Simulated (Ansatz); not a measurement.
Molecular dynamics of AgSnF$_{6}$

The input (input.yaml):

```yaml
crystal:
  lattice:
    - [-7.785146, -4.617424, 0.0]
    - [2.653953, -4.617424, 0.0]
    - [0.083817, 2.68278, 5.079596]
  atoms:
    - { symbol: Ag, position: [0.5, 0.5, 0.0] }
    - { symbol: Sn, position: [0.25, 0.75, 0.5] }
    - { symbol: F, position: [0.9380893, 0.5005211, 0.7212065] }
    - { symbol: F, position: [0.0619107, 0.4994789, 0.2787935] }
    - { symbol: F, position: [0.7083682, 0.4565883, 0.260038] }
    - { symbol: F, position: [0.2916318, 0.5434117, 0.739962] }
    - { symbol: F, position: [0.37119, 0.4871486, 0.2643571] }
    - { symbol: F, position: [0.62881, 0.5128514, 0.7356429] }
    - { symbol: Ag, position: [0.0, 0.0, 0.0] }
    - { symbol: Sn, position: [0.75, 0.25, 0.5] }
    - { symbol: F, position: [0.4380893, 0.0005211, 0.7212065] }
    - { symbol: F, position: [0.5619107, 0.9994789, 0.2787935] }
    - { symbol: F, position: [0.2083682, 0.9565883, 0.260038] }
    - { symbol: F, position: [0.7916318, 0.0434117, 0.739962] }
    - { symbol: F, position: [0.87119, 0.9871486, 0.2643571] }
    - { symbol: F, position: [0.12881, 0.0128514, 0.7356429] }
basis:
  ecutwfc: 420.0
kpoints:
  mp_grid: { grid: [1, 2, 2] }
hamiltonian:
  xc: pbesol
scf:
  occupations: { method: fermi_dirac, width: 0.05 }
  lower_state_search: "off"
md:
  timestep: 2
  n_steps: 160
  ensemble: nve
  temperature: 1400.0
  initial_velocities: maxwell_boltzmann
  seed: 721369
```

Run as:

```bash
$ ansatz run input.yaml --threads 1 --pin off --max-ram 3072MiB --backend cpu --events-out ev --progress --plain --runs-dir out
```

It starts from an unrelaxed structure (largest force component 0.47 eV/Å).

Output, in part (step lines):

```
md step     0: t =     0.00 fs  T =  1400.0 K  F+E_penalty+E_count = -36546.11396906 eV  E_kin = 2.714460 eV  conserved = -36543.39950908 eV  (13 SCF iters)
md step     1: t =     2.00 fs  T =  1384.0 K  F+E_penalty+E_count = -36546.08303202 eV  E_kin = 2.683396 eV  conserved = -36543.39963559 eV  (15 SCF iters)
md step     2: t =     4.00 fs  T =  1320.2 K  F+E_penalty+E_count = -36545.95892339 eV  E_kin = 2.559721 eV  conserved = -36543.39920223 eV  (15 SCF iters)
md step     3: t =     6.00 fs  T =  1213.7 K  F+E_penalty+E_count = -36545.75116047 eV  E_kin = 2.353239 eV  conserved = -36543.39792099 eV  (15 SCF iters)
md step     4: t =     8.00 fs  T =  1076.5 K  F+E_penalty+E_count = -36545.48288435 eV  E_kin = 2.087271 eV  conserved = -36543.39561320 eV  (15 SCF iters)
md step     5: t =    10.00 fs  T =   928.4 K  F+E_penalty+E_count = -36545.19265589 eV  E_kin = 1.800109 eV  conserved = -36543.39254658 eV  (11 SCF iters)
md step     6: t =    12.00 fs  T =   794.2 K  F+E_penalty+E_count = -36544.92953982 eV  E_kin = 1.539943 eV  conserved = -36543.38959670 eV  (7 SCF iters)
md step     7: t =    14.00 fs  T =   697.2 K  F+E_penalty+E_count = -36544.73965314 eV  E_kin = 1.351783 eV  conserved = -36543.38787048 eV  (7 SCF iters)
[... lines left out ...]
md step   160: t =   320.00 fs  T =   764.1 K  F+E_penalty+E_count = -36544.87366050 eV  E_kin = 1.481437 eV  conserved = -36543.39222368 eV  (13 SCF iters)
```

The steps, from the saved trajectory:

```
time (fs)  T (K)  potential energy less start (eV)  conserved less start (meV/atom)
      0.0   1400                             0.000                             0.00
     10.0    928                             0.921                             0.44
     20.0    699                             1.368                             0.50
     30.0    952                             0.871                             0.11
     40.0    574                             1.607                             0.40
     50.0    479                             1.796                             0.59
     60.0    985                             0.805                             0.04
     70.0    697                             1.367                             0.31
     80.0    427                             1.897                             0.63
     90.0    789                             1.186                             0.13
    100.0    687                             1.387                             0.28
    110.0    552                             1.655                             0.60
    120.0    902                             0.968                             0.08
    130.0    742                             1.281                             0.38
    140.0    624                             1.512                             0.50
    150.0    831                             1.107                             0.24
    160.0    735                             1.294                             0.26
    170.0    545                             1.667                             0.56
    180.0    832                             1.105                             0.22
    190.0    794                             1.180                             0.28
    200.0    586                             1.586                             0.54
    210.0    760                             1.244                             0.27
    220.0    731                             1.302                             0.29
    230.0    713                             1.340                             0.53
    240.0    985                             0.806                             0.08
    250.0    615                             1.531                             0.55
    260.0    574                             1.608                             0.44
    270.0    762                             1.243                             0.35
    280.0    797                             1.175                             0.40
    290.0    802                             1.165                             0.41
    300.0    917                             0.942                             0.31
    310.0    859                             1.055                             0.38
    320.0    764                             1.240                             0.46
```

The run went to its last step. The conserved energy stayed within 0.78 meV per atom of its start (net change 0.46 meV per atom), so the integration is sound. The temperature averaged 0.54 of the 1400 K drawn at the start: a run that starts near a minimum puts about half its kinetic energy into the potential. A run of 0.32 ps of so small a system gives no equilibrium averages. Limits of this set-up: coarse k mesh.

Mean squared displacements from the first frame to the last, about the centre of mass: Ag 0.02 Å², Sn 0.02 Å², F 0.10 Å².

Last frame:

```xyz
16
Lattice="-7.7851 -4.6174 0.0000 2.6540 -4.6174 0.0000 0.0838 2.6828 5.0796" Properties=species:S:1:pos:R:3
Ag -2.632 -4.584 -0.075
Sn 0.020 -3.177 2.627
F -5.945 -4.604 3.612
F 0.708 -1.466 1.681
F -4.057 -4.552 1.366
F -0.713 -2.077 4.075
F -1.699 -3.302 1.218
F -3.443 -3.201 3.515
Ag 0.118 -0.149 -0.004
Sn -5.166 -3.353 2.491
F -3.266 -0.040 3.704
F -1.906 -6.419 1.621
F 1.269 -4.321 1.422
F -6.129 -2.123 3.686
F -3.984 -8.029 0.985
F -0.795 1.342 3.795
```

The run took 14 min on 1 thread of Arm Neoverse V1, on a shared host, peak memory 0.56 GiB.
